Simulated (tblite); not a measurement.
# C2H12FPSi4: the cost of one run

Computed with tblite 0.8.0 and PySCF 2.14.0, with density-fitted response routines of our own, on a single molecule in the gas phase. Atoms are numbered from 0 throughout.

## (1) The starting structure

20 atoms, charge 0, multiplicity 1; geometry from: force field or distance geometry start.

Bonds of the start (Å): F0–Si1 1.60, Si1–C2 1.87, C2–C3 1.56, C3–Si4 1.88, Si4–Si5 2.32, Si5–P6 2.21, P6–Si7 2.19, P6–Si1 2.20, Si1–H8 1.50, C2–H9 1.10, C2–H10 1.10, C3–H11 1.10, C3–H12 1.08, Si4–H13 1.48, Si4–H14 1.50, Si5–H15 1.47, Si5–H16 1.49, Si7–H17 1.49, Si7–H18 1.48, Si7–H19 1.48.

## (2) Geometry optimisation with GFN2-xTB

What the job is given:

```
{"job": {"kind": "relax", "xc": "GFN2-xTB", "basis": "xTB"}, "charge": 0, "multiplicity": 1}
F      0.746400    -1.778800    -1.035700
Si     0.447900    -1.405200     0.487000
C     -1.409200    -1.316000     0.707500
C     -2.210400    -0.541900    -0.385700
Si    -1.989400     1.321500    -0.445600
Si     0.300700     1.675400    -0.630000
P      1.320600     0.555400     0.979400
Si     3.234700     0.235300    -0.038500
H      1.037600    -2.447100     1.385200
H     -1.787400    -2.348300     0.714700
H     -1.648700    -0.904000     1.694200
H     -3.281500    -0.738400    -0.208300
H     -1.981900    -0.962500    -1.356100
H     -2.502900     1.920900     0.803000
H     -2.726800     1.894100    -1.614600
H      0.763500     1.218500    -1.948200
H      0.638400     3.118600    -0.470200
H      3.055600    -0.210000    -1.447400
H      3.999000    -0.785200     0.715300
H      3.988600     1.508200    -0.017400
```

The run is started by

```sh
$ OMP_NUM_THREADS=1 python probes_run.py task.json out
```

The driver reads the jobs from task.json and runs them one after another.

**Question.** How long does this first job take on 1 thread of Arm Neoverse N1, shared host?

About 1.2 s.
